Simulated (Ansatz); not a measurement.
# NiO: the cost of one run

Program: Ansatz 0.2.0. Level of theory: DFT PBE+U, PAW, plane waves, scalar-relativistic; U − J = 6.6 eV on Ni d. These are calculated values, not measurements.

## Step 1: The starting structure

It takes space group Fm-3m (No. 225, cubic). Conventional cell: a = 4.177 Å, b = 4.177 Å, c = 4.177 Å, α = 90.00°, β = 90.00°, γ = 90.00°. O (site symmetry m-3m) is surrounded by 6 Ni at 2.09 Å. Ni (site symmetry m-3m) has 6 O at 2.09 Å as nearest neighbours.

Structure file:

```xyz
4
Lattice="4.1771 2.0886 2.0886 2.0886 4.1771 2.0886 2.0886 2.0886 4.1771" Properties=species:S:1:pos:R:3 pbc="T T T"
O     2.0886    2.0886    2.0886
O     6.2657    6.2657    6.2657
Ni    0.0000    0.0000    0.0000
Ni    4.1771    4.1771    4.1771
```

In tables a label like Ni4 counts atoms in the order of input.yaml; a structure file may count by element.

First come: parallel moments, plain SCF; opposed moments +-, plain SCF; no spin polarisation; spin on, no moments given (the program may seed its own), plain SCF. What is tried next depends on their ends.

A plain SCF has the search for lower states switched off and ends at the first converged state. 

Site moments are integrals over atomic spheres and don't add up to the total.

## Step 2: Parallel moments, plain SCF

Input file input.yaml:

```yaml
crystal:
  lattice:
    - [4.1771, 2.08855, 2.08855]
    - [2.08855, 4.1771, 2.08855]
    - [2.08855, 2.08855, 4.1771]
  atoms:
    - { symbol: O, position: [0.25, 0.25, 0.25] }
    - { symbol: O, position: [0.75, 0.75, 0.75] }
    - { symbol: Ni, position: [0.0, 0.0, 0.0], spin: 2.0 }
    - { symbol: Ni, position: [0.5, 0.5, 0.5], spin: 2.0 }
magnetization:
  spin_polarized: true
hamiltonian:
  xc: pbe
  pseudopotentials: { kind: paw }
  hubbard: { sites: [{ species: Ni, l: d, u_eff: 6.6 }] }
basis:
  ecutwfc: 420
kpoints:
  mp_grid: { grid: [8, 8, 8] }
scf:
  occupations: { method: fermi_dirac, width: 0.03 }
  lower_state_search: "off"
output:
  forces: true
  stress: true
```

Started as:

```sh
ansatz run input.yaml --threads 2 --pin off --max-ram 5120MiB --backend cpu --events-out ev --progress --plain --runs-dir out
```

**Question.** How long does this run take on 2 threads of Arm Neoverse V1, shared host, and how much memory does it need?

About 7.3 s, with a peak of 0.43 GiB.
